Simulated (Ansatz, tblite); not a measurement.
**CoF2H8O4: a ladder of methods and basis sets**

The task here is to estimate one member of a computed series from the others.

Program: Ansatz 0.2.0, Gaussian basis. Level of theory: as each input shows. These are calculated values, not measurements.

Levels to be run: GFN1-xTB, GFN2-xTB, PBE-D4/def2-TZVP, r2SCAN-D4/def2-TZVP, BHLYP-D4/def2-TZVP, PBE-QIDH/def2-TZVP, HF/def2-TZVP, PBE-D4/def2-SVP, PBE0-D4/def2-SVP, HF/STO-3G, MP2/def2-TZVP, RPA/def2-TZVP.

1 further run of the same task is left out (set aside as unsound or not needed). Runs told in other sessions of the task aren't counted.

## The structure

The geometry is that of the quartet, from an earlier relaxation (PBE-D4/def2-SVP).

15 atoms, charge 0, spin multiplicity 4.

Bond lengths: Co1–F2 1.996 Å, Co1–F3 1.996 Å, Co1–O4 2.208 Å, Co1–O5 2.209 Å, Co1–O6 2.166 Å, Co1–O7 2.166 Å, O4–H8 0.976 Å, O4–H9 1.017 Å, O5–H10 1.017 Å, O5–H11 0.976 Å, O6–H12 1.006 Å, O6–H13 0.980 Å, O7–H14 0.980 Å, O7–H15 1.005 Å. Angles: F2–Co1–F3 179.8°, F2–Co1–O4 71.4°, F2–Co1–O5 108.4°, F2–Co1–O6 106.4°, F2–Co1–O7 73.6°, F3–Co1–O4 108.8°, F3–Co1–O5 71.4°, F3–Co1–O6 73.6°, F3–Co1–O7 106.3°, O4–Co1–O5 179.8°, O4–Co1–O6 80.9°, O4–Co1–O7 99.1°, O5–Co1–O6 99.3°, O5–Co1–O7 80.7°, O6–Co1–O7 180.0°, Co1–O4–H8 112.3°, Co1–O4–H9 74.8°, H8–O4–H9 105.1° and more.

As a file:

```
Co    0.0005    0.0015   -0.0017
F     0.5994   -0.7681    1.7404
F    -0.6033    0.7703   -1.7417
O     2.1919    0.2282    0.1526
O    -2.1906   -0.2321   -0.1508
O     0.1090    2.1542    0.2114
O    -0.1073   -2.1515   -0.2162
H     2.6718   -0.4540   -0.3537
H     1.9095   -0.2310    1.0154
H    -1.9141    0.2353   -1.0102
H    -2.6694    0.4443    0.3643
H    -0.1537    2.0540   -0.7542
H     1.0848    2.2364    0.1812
H    -1.0829   -2.2353   -0.1864
H     0.1543   -2.0522    0.7495
```

No spin-orbit coupling is included.

PBE0-D4/def2-TZVP was run before; its log isn't repeated, and its numbers join the tables.

Set-up of the first run:

Tight binding, by tblite at 300 K electronic temperature and without a spin-polarisation term:

```python
tblite.interface.Calculator('GFN1-xTB', numbers, positions, charge=0, uhf=3).singlepoint()
```

Tight binding, by tblite at 300 K electronic temperature and without a spin-polarisation term:

```python
tblite.interface.Calculator('GFN2-xTB', numbers, positions, charge=0, uhf=3).singlepoint()
```

start.molden holds the orbitals of an earlier run on this state, given as this run's starting guess.

Input file in.yaml:

```yaml
crystal:
  periodic: [false, false, false]
  atoms:
    - {symbol: Co, position_ang: [0.000528, 0.001481, -0.001690]}
    - {symbol: F, position_ang: [0.599429, -0.768078, 1.740366]}
    - {symbol: F, position_ang: [-0.603304, 0.770303, -1.741721]}
    - {symbol: O, position_ang: [2.191934, 0.228171, 0.152578]}
    - {symbol: O, position_ang: [-2.190594, -0.232120, -0.150773]}
    - {symbol: O, position_ang: [0.108990, 2.154165, 0.211418]}
    - {symbol: O, position_ang: [-0.107268, -2.151495, -0.216150]}
    - {symbol: H, position_ang: [2.671763, -0.454009, -0.353719]}
    - {symbol: H, position_ang: [1.909470, -0.231018, 1.015406]}
    - {symbol: H, position_ang: [-1.914090, 0.235347, -1.010176]}
    - {symbol: H, position_ang: [-2.669366, 0.444326, 0.364342]}
    - {symbol: H, position_ang: [-0.153719, 2.054037, -0.754152]}
    - {symbol: H, position_ang: [1.084847, 2.236423, 0.181191]}
    - {symbol: H, position_ang: [-1.082850, -2.235296, -0.186416]}
    - {symbol: H, position_ang: [0.154251, -2.052206, 0.749497]}
basis:
  gaussian: {orbitals: def2-TZVP, initial_orbitals: start.molden}
magnetization: {spin_polarized: true, initial_magnetization: 3}
hamiltonian: {xc: pbe, dispersion: d4}
scf: {omitted_lower_state_checks: [starts]}
output: {forces: true, orbitals: {seedname: orbitals}}
```

The run is started by

```console
$ ansatz run in.yaml --threads 4 --pin off --events-out ev --progress --plain --max-ram 4787MiB
```

Steps of the session up to this table: PBE-D4/def2-TZVP; r2SCAN-D4/def2-TZVP; BHLYP-D4/def2-TZVP; PBE-QIDH/def2-TZVP; HF/def2-TZVP; PBE-D4/def2-SVP; PBE0-D4/def2-SVP; HF/STO-3G; MP2/def2-TZVP; RPA/def2-TZVP.

One table of the session follows, with a row left open; its other results are not shown here.

It belongs to the step «Binding energy». 

```
              level  binding an atom (eV)
       HF/def2-TZVP                 2.321
    PBE-D4/def2-SVP                 3.623
   PBE-D4/def2-TZVP                 3.535
r2SCAN-D4/def2-TZVP                 3.492
   PBE0-D4/def2-SVP                 3.482
  PBE0-D4/def2-TZVP                 3.424
 BHLYP-D4/def2-TZVP                 3.321
      MP2/def2-TZVP                     ?
```

**Question.** Estimate the row for MP2/def2-TZVP.

As computed: binding an atom (eV): 3.443. In the column «binding an atom (eV)» it lies between PBE0-D4/def2-TZVP (3.424) and PBE0-D4/def2-SVP (3.482).

To keep in mind: Free atoms were run apart at each level; binding is atoms less cluster, divided by the number of atoms, without zero-point or spin-orbit terms.
